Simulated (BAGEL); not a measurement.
# One shape, several levels: C2H4FNSi (SMILES N#CC[SiH2]F)

We compute a comparison of 4 runs (B3LYP/6-31G*, B3LYP/def2-SVP, PBE0/def2-SVP, RI-MP2/def2-SVP) of C2H4FNSi. 

Program for the calculation: BAGEL 1.2.2.

5 further runs of the same task are left out: 4 that didn't finish, 1 set aside as unsound or not needed.

**1. Starting point**

C2H4FNSi has 9 atoms, charge 0, and is taken as a singlet. SMILES: `N#CC[SiH2]F`. The shape is that of a GFN2-xTB optimisation. This is one conformer, not always the lowest.

Bond lengths: N1–C2 1.144 Å, C2–C3 1.429 Å, C3–Si4 1.913 Å, Si4–F5 1.611 Å, C3–H6 1.093 Å, C3–H7 1.093 Å, Si4–H8 1.452 Å, Si4–H9 1.452 Å. Some angles: N1–C2–C3 178.8°, C2–C3–Si4 111.9°, C3–Si4–F5 104.0°, C2–C3–H6 108.5°, C2–C3–H7 108.5°, Si4–C3–H6 110.1°, Si4–C3–H7 110.0°, C3–Si4–H8 111.9°, C3–Si4–H9 111.8°, F5–Si4–H8 105.9°.

**2. A single-point energy at B3LYP/6-31G(d) (density fitting with qzvpp-jkfit, spherical functions) (run 1)**

The input, input.json:

```json
{ "bagel" : [

{
  "title" : "molecule",
  "basis" : "6-31gs.json",
  "df_basis" : "qzvpp-jkfit",
  "angstrom" : true,
  "geometry" : [
    { "atom" : "N", "xyz" : [       1.503500,      -2.128930,       0.860970 ] },
    { "atom" : "C", "xyz" : [       1.195660,      -1.119080,       0.420570 ] },
    { "atom" : "C", "xyz" : [       0.783360,       0.136220,      -0.123400 ] },
    { "atom" : "Si", "xyz" : [      -1.117240,       0.345610,      -0.072670 ] },
    { "atom" : "F", "xyz" : [      -1.366070,       1.801200,      -0.716030 ] },
    { "atom" : "H", "xyz" : [       1.141490,       0.201070,      -1.154080 ] },
    { "atom" : "H", "xyz" : [       1.263530,       0.935560,       0.446630 ] },
    { "atom" : "H", "xyz" : [      -1.788620,      -0.596270,      -0.950550 ] },
    { "atom" : "H", "xyz" : [      -1.615620,       0.424600,       1.288560 ] }
  ]
},

{ "title" : "ks", "xc_func" : "b3lyp" },

{ "title" : "print", "file" : "orbitals.molden", "orbitals" : true }

]}
```

The basis set 6-31G* is read from a file made from the Basis Set Exchange's data (not shown).

On the command line:

```
$ BAGEL_NUM_THREADS=1 BAGEL input.json > input.out
```

Standard output:

```text
* using 1 threads per process

  ===============================================================
  ===============================================================

  *** Geometry ***

  { "atom" : "N", "xyz" : [      2.841203,     -4.023095,      1.626998 ] },
  { "atom" : "C", "xyz" : [      2.259470,     -2.114755,      0.794762 ] },
  { "atom" : "C", "xyz" : [      1.480336,      0.257418,     -0.233192 ] },
  { "atom" : "Si", "xyz" : [     -2.111278,      0.653108,     -0.137326 ] },
  { "atom" : "F", "xyz" : [     -2.581498,      3.403775,     -1.353101 ] },
  { "atom" : "H", "xyz" : [      2.157103,      0.379967,     -2.180895 ] },
  { "atom" : "H", "xyz" : [      2.387726,      1.767952,      0.844008 ] },
  { "atom" : "H", "xyz" : [     -3.380002,     -1.126787,     -1.796279 ] },
  { "atom" : "H", "xyz" : [     -3.053079,      0.802378,      2.435025 ] },

  Number of auxiliary basis functions:      504

  Since a DF basis is specified, we compute 2- and 3-index integrals:
    o Being stored without compression. Storage requirement is 0.027 GB

  Number of basis functions:       82
  Number of electrons      :       46

    * METHOD: MOLECULE                             0.22

  *** Kohn-Sham DFT ***

    * Removing 16915 points whose weight is below 1.00e-10
    * Grid points: 117239

  === Nuclear Repulsion ===
   201.4093945368

       - DIIS with orbital gradients will be used.

  === KS iteration (b3lyp / 6-31gs.json) ===
      0       -486.64973648          0.13143468           0.33
      1       -376.82556920          0.26553087           0.31
      2       -349.21697692          0.22097036           0.31
      3       -459.31897269          0.21489277           0.31
      4       -500.51794765          0.12800302           0.31
      5       -514.22412067          0.07627182           0.31
      6       -511.28122241          0.08899021           0.31
      7       -521.42836439          0.04827340           0.31
      8       -522.55061783          0.01880087           0.30
      9       -522.61121349          0.01661012           0.30
     10       -522.73658031          0.00250421           0.31
     11       -522.73853077          0.00119042           0.31
     12       -522.73906449          0.00022175           0.30
     13       -522.73908154          0.00007968           0.30
     14       -522.73908433          0.00000746           0.31
     15       -522.73908435          0.00000297           0.31
     16       -522.73908436          0.00000127           0.31
     17       -522.73908436          0.00000028           0.31
     18       -522.73908436          0.00000011           0.31
     19       -522.73908436          0.00000007           0.31
     20       -522.73908436          0.00000001           0.30
     21       -522.73908436          0.00000000           0.30
    * SCF iteration converged.

    * Permanent dipole moment:
           (    0.341596,    -0.788149,     0.337761) a.u.

    * METHOD: KS                                   7.28

    * METHOD: PRINT                                0.01

  ===============================================================
```

Run time: 7.8 s. Hardware: 1 thread of Arm Neoverse V2, shared host; peak memory 0.46 GiB.

**3. The energy at B3LYP/def2-SVP (density fitting with qzvpp-jkfit) (run 2)**

The input, calc.json:

```json
{ "bagel": [

{
  "title": "molecule",
  "basis": "svp",
  "df_basis": "qzvpp-jkfit",
  "angstrom": true,
  "geometry": [
    { "atom": "N", "xyz": [    1.503500,   -2.128930,    0.860970 ] },
    { "atom": "C", "xyz": [    1.195660,   -1.119080,    0.420570 ] },
    { "atom": "C", "xyz": [    0.783360,    0.136220,   -0.123400 ] },
    { "atom": "Si", "xyz": [   -1.117240,    0.345610,   -0.072670 ] },
    { "atom": "F", "xyz": [   -1.366070,    1.801200,   -0.716030 ] },
    { "atom": "H", "xyz": [    1.141490,    0.201070,   -1.154080 ] },
    { "atom": "H", "xyz": [    1.263530,    0.935560,    0.446630 ] },
    { "atom": "H", "xyz": [   -1.788620,   -0.596270,   -0.950550 ] },
    { "atom": "H", "xyz": [   -1.615620,    0.424600,    1.288560 ] }
  ]
},
{ "title": "ks", "xc_func": "b3lyp" },
{ "title": "print", "file": "orbitals.molden", "orbitals": true }

]}
```

On the command line:

```
$ BAGEL_NUM_THREADS=1 BAGEL calc.json > calc.out
```

Standard output:

```text
* using 1 threads per process

  ===============================================================
  ===============================================================

  *** Geometry ***

  { "atom" : "N", "xyz" : [      2.841203,     -4.023095,      1.626998 ] },
  { "atom" : "C", "xyz" : [      2.259470,     -2.114755,      0.794762 ] },
  { "atom" : "C", "xyz" : [      1.480336,      0.257418,     -0.233192 ] },
  { "atom" : "Si", "xyz" : [     -2.111278,      0.653108,     -0.137326 ] },
  { "atom" : "F", "xyz" : [     -2.581498,      3.403775,     -1.353101 ] },
  { "atom" : "H", "xyz" : [      2.157103,      0.379967,     -2.180895 ] },
  { "atom" : "H", "xyz" : [      2.387726,      1.767952,      0.844008 ] },
  { "atom" : "H", "xyz" : [     -3.380002,     -1.126787,     -1.796279 ] },
  { "atom" : "H", "xyz" : [     -3.053079,      0.802378,      2.435025 ] },

  Number of auxiliary basis functions:      504

  Since a DF basis is specified, we compute 2- and 3-index integrals:
    o Being stored without compression. Storage requirement is 0.036 GB

  Number of basis functions:       94
  Number of electrons      :       46

    * METHOD: MOLECULE                             0.22

  *** Kohn-Sham DFT ***

    * Removing 16915 points whose weight is below 1.00e-10
    * Grid points: 117239

  === Nuclear Repulsion ===
   201.4093945368

       - DIIS with orbital gradients will be used.

  === KS iteration (b3lyp / svp) ===
      0       -489.11911831          0.11407806           0.36
      1       -392.55509635          0.21141871           0.36
      2       -335.27923470          0.28310820           0.38
      3       -477.90024607          0.15462915           0.37
      4       -507.79038572          0.10698693           0.38
      5       -521.23375190          0.04128414           0.37
      6       -521.66251478          0.03640264           0.38
      7       -522.35064473          0.01653995           0.38
      8       -522.48837362          0.00327747           0.38
      9       -522.49361161          0.00135737           0.38
     10       -522.49466420          0.00025898           0.38
     11       -522.49470099          0.00006059           0.38
     12       -522.49470307          0.00001992           0.37
     13       -522.49470323          0.00001104           0.37
     14       -522.49470328          0.00000455           0.37
     15       -522.49470329          0.00000131           0.37
     16       -522.49470329          0.00000060           0.37
     17       -522.49470329          0.00000010           0.37
     18       -522.49470329          0.00000004           0.37
     19       -522.49470329          0.00000001           0.37
    * SCF iteration converged.

    * Permanent dipole moment:
           (    0.339555,    -0.753449,     0.322024) a.u.

    * METHOD: KS                                   8.03

    * METHOD: PRINT                                0.01

  ===============================================================
```

Run time: 8.7 s. Hardware: 1 thread of Arm Neoverse V2, shared host; peak memory 0.51 GiB.

**4. A single-point energy at PBE0/def2-SVP (density fitting with qzvpp-jkfit) (run 3)**

The input, input.json:

```json
{ "bagel" : [

{
  "title" : "molecule",
  "basis" : "svp",
  "df_basis" : "qzvpp-jkfit",
  "angstrom" : "true",
  "geometry" : [
    { "atom" : "N", "xyz" : [    1.503500,   -2.128930,    0.860970 ] },
    { "atom" : "C", "xyz" : [    1.195660,   -1.119080,    0.420570 ] },
    { "atom" : "C", "xyz" : [    0.783360,    0.136220,   -0.123400 ] },
    { "atom" : "Si", "xyz" : [   -1.117240,    0.345610,   -0.072670 ] },
    { "atom" : "F", "xyz" : [   -1.366070,    1.801200,   -0.716030 ] },
    { "atom" : "H", "xyz" : [    1.141490,    0.201070,   -1.154080 ] },
    { "atom" : "H", "xyz" : [    1.263530,    0.935560,    0.446630 ] },
    { "atom" : "H", "xyz" : [   -1.788620,   -0.596270,   -0.950550 ] },
    { "atom" : "H", "xyz" : [   -1.615620,    0.424600,    1.288560 ] }
  ]
},
{ "title" : "ks", "xc_func" : "pbe0" },
{ "title" : "print", "file" : "orbitals.molden", "orbitals" : "true" }

]}
```

On the command line:

```
$ BAGEL_NUM_THREADS=1 BAGEL input.json > input.out
```

Standard output:

```text
* using 1 threads per process

  ===============================================================
  ===============================================================

  *** Geometry ***

  { "atom" : "N", "xyz" : [      2.841203,     -4.023095,      1.626998 ] },
  { "atom" : "C", "xyz" : [      2.259470,     -2.114755,      0.794762 ] },
  { "atom" : "C", "xyz" : [      1.480336,      0.257418,     -0.233192 ] },
  { "atom" : "Si", "xyz" : [     -2.111278,      0.653108,     -0.137326 ] },
  { "atom" : "F", "xyz" : [     -2.581498,      3.403775,     -1.353101 ] },
  { "atom" : "H", "xyz" : [      2.157103,      0.379967,     -2.180895 ] },
  { "atom" : "H", "xyz" : [      2.387726,      1.767952,      0.844008 ] },
  { "atom" : "H", "xyz" : [     -3.380002,     -1.126787,     -1.796279 ] },
  { "atom" : "H", "xyz" : [     -3.053079,      0.802378,      2.435025 ] },

  Number of auxiliary basis functions:      504

  Since a DF basis is specified, we compute 2- and 3-index integrals:
    o Being stored without compression. Storage requirement is 0.036 GB

  Number of basis functions:       94
  Number of electrons      :       46

    * METHOD: MOLECULE                             0.22

  *** Kohn-Sham DFT ***

    * Removing 16915 points whose weight is below 1.00e-10
    * Grid points: 117239

  === Nuclear Repulsion ===
   201.4093945368

       - DIIS with orbital gradients will be used.

  === KS iteration (pbe0 / svp) ===
      0       -488.76185333          0.11374735           0.36
      1       -407.59435684          0.23789007           0.35
      2       -399.72580485          0.32949238           0.35
      3       -490.33473588          0.11369465           0.36
      4       -488.35084226          0.14914630           0.36
      5       -514.64453968          0.09171684           0.36
      6       -501.47840476          0.11040500           0.35
      7       -519.80288627          0.06269024           0.36
      8       -520.91469207          0.04622274           0.36
      9       -521.61119412          0.03044721           0.36
     10       -522.02388176          0.01120032           0.36
     11       -522.09466567          0.00194266           0.36
     12       -522.09548123          0.00139397           0.37
     13       -522.09681082          0.00014359           0.36
     14       -522.09681974          0.00008571           0.36
     15       -522.09682426          0.00000947           0.36
     16       -522.09682430          0.00000422           0.36
     17       -522.09682431          0.00000125           0.36
     18       -522.09682431          0.00000070           0.36
     19       -522.09682431          0.00000013           0.37
     20       -522.09682431          0.00000006           0.36
     21       -522.09682431          0.00000003           0.36
     22       -522.09682431          0.00000001           0.37
     23       -522.09682431          0.00000000           0.36
    * SCF iteration converged.

    * Permanent dipole moment:
           (    0.343712,    -0.762920,     0.326087) a.u.

    * METHOD: KS                                   9.19

    * METHOD: PRINT                                0.01

  ===============================================================
```

It took 9.6 s on 1 thread of Arm Neoverse V2, shared host; peak memory 0.51 GiB.

**5. A single-point energy at RI-MP2/def2-SVP (density fitting with qzvpp-jkfit) (run 4)**

The input, input.json:

```json
{ "bagel" : [

{
  "title" : "molecule",
  "basis" : "svp",
  "df_basis" : "qzvpp-jkfit",
  "angstrom" : true,
  "geometry" : [
    { "atom" : "N", "xyz" : [       1.503500,      -2.128930,       0.860970 ] },
    { "atom" : "C", "xyz" : [       1.195660,      -1.119080,       0.420570 ] },
    { "atom" : "C", "xyz" : [       0.783360,       0.136220,      -0.123400 ] },
    { "atom" : "Si", "xyz" : [      -1.117240,       0.345610,      -0.072670 ] },
    { "atom" : "F", "xyz" : [      -1.366070,       1.801200,      -0.716030 ] },
    { "atom" : "H", "xyz" : [       1.141490,       0.201070,      -1.154080 ] },
    { "atom" : "H", "xyz" : [       1.263530,       0.935560,       0.446630 ] },
    { "atom" : "H", "xyz" : [      -1.788620,      -0.596270,      -0.950550 ] },
    { "atom" : "H", "xyz" : [      -1.615620,       0.424600,       1.288560 ] }
  ]
},

{
  "title" : "hf"
},

{
  "title" : "mp2",
  "ncore" : 9
}

]}
```

On the command line:

```
$ BAGEL_NUM_THREADS=1 BAGEL input.json > input.out
```

Standard output:

```text
* using 1 threads per process

  ===============================================================
  ===============================================================

  *** Geometry ***

  { "atom" : "N", "xyz" : [      2.841203,     -4.023095,      1.626998 ] },
  { "atom" : "C", "xyz" : [      2.259470,     -2.114755,      0.794762 ] },
  { "atom" : "C", "xyz" : [      1.480336,      0.257418,     -0.233192 ] },
  { "atom" : "Si", "xyz" : [     -2.111278,      0.653108,     -0.137326 ] },
  { "atom" : "F", "xyz" : [     -2.581498,      3.403775,     -1.353101 ] },
  { "atom" : "H", "xyz" : [      2.157103,      0.379967,     -2.180895 ] },
  { "atom" : "H", "xyz" : [      2.387726,      1.767952,      0.844008 ] },
  { "atom" : "H", "xyz" : [     -3.380002,     -1.126787,     -1.796279 ] },
  { "atom" : "H", "xyz" : [     -3.053079,      0.802378,      2.435025 ] },

  Number of auxiliary basis functions:      504

  Since a DF basis is specified, we compute 2- and 3-index integrals:
    o Being stored without compression. Storage requirement is 0.036 GB

  Number of basis functions:       94
  Number of electrons      :       46

    * METHOD: MOLECULE                             0.22

  *** RHF ***

  === Nuclear Repulsion ===
   201.4093945368

      * DIIS with orbital gradients will be used.

  === RHF iteration (svp) ===
      0       -520.41478504          0.01757746           0.06
      1       -520.56640281          0.01303925           0.06
      2       -520.66357939          0.00215808           0.06
      3       -520.66663925          0.00100877           0.06
      4       -520.66728435          0.00018808           0.06
      5       -520.66731703          0.00007234           0.06
      6       -520.66732185          0.00001897           0.06
      7       -520.66732232          0.00000509           0.06
      8       -520.66732234          0.00000257           0.06
      9       -520.66732234          0.00000084           0.06
     10       -520.66732234          0.00000037           0.07
     11       -520.66732234          0.00000018           0.06
     12       -520.66732234          0.00000010           0.07
     13       -520.66732234          0.00000004           0.06
     14       -520.66732234          0.00000002           0.06
     15       -520.66732234          0.00000001           0.07
    * SCF iteration converged.

    * Permanent dipole moment:
           (    0.362713,    -0.733211,     0.311507) a.u.

    * METHOD: HF                                   1.18

  *** RHF ***

  === Nuclear Repulsion ===
   201.4093945368

      * DIIS with orbital gradients will be used.

  === RHF iteration (svp) ===
      0       -520.66732234          0.00000001           0.06
    * SCF iteration converged.

    * Permanent dipole moment:
           (    0.362713,    -0.733211,     0.311508) a.u.

  === DF-MP2 calculation ===

    * freezing 9 orbitals
    * 3-index integral transformation done
    * assembly done

      MP2 correlation energy:   -0.6945704572      0.05

      MP2 total energy:       -521.3618927982

    * METHOD: MP2                                  0.19

  ===============================================================
```

Wall time 1.8 s (1 thread of Arm Neoverse V2, shared host); peak memory 0.14 GiB.

**6. Overview of the runs**

```tsv
run	level	frozen core orbitals	energy (Eh)	dipole moment (D)	HOMO energy (eV)	LUMO energy (eV)	wall time
1	B3LYP/6-31G* (density fitting with qzvpp-jkfit, spherical functions)	–	-522.739084	2.35	-8.57	-0.19	7.8 s
2	B3LYP/def2-SVP (density fitting with qzvpp-jkfit)	–	-522.494703	2.25	-8.74	-0.20	8.7 s
3	PBE0/def2-SVP (density fitting with qzvpp-jkfit)	–	-522.096824	2.28	-9.04	-0.03	9.6 s
4	RI-MP2/def2-SVP (density fitting with qzvpp-jkfit)	9	-521.361893	–	–	–	1.8 s
```

**7. Outcome**

| quantity | value |
| --- | --- |
| run 4: total energy | -521.36189 Eh |
| run 4: correlation energy (9 core orbitals frozen) | -694.6 mEh |

In words: Over runs 1, 2, 3 the dipole moment (its size) runs from 2.25 D (B3LYP/def2-SVP) to 2.35 D (B3LYP/6-31G*). Over runs 1, 2, 3 the HOMO–LUMO gap runs from 8.39 eV (B3LYP/6-31G*) to 9.01 eV (PBE0/def2-SVP). The two ends differ in method and basis. Totals of different functionals can't be ranked against each other. All runs together took 28 s, the longest 9.6 s.
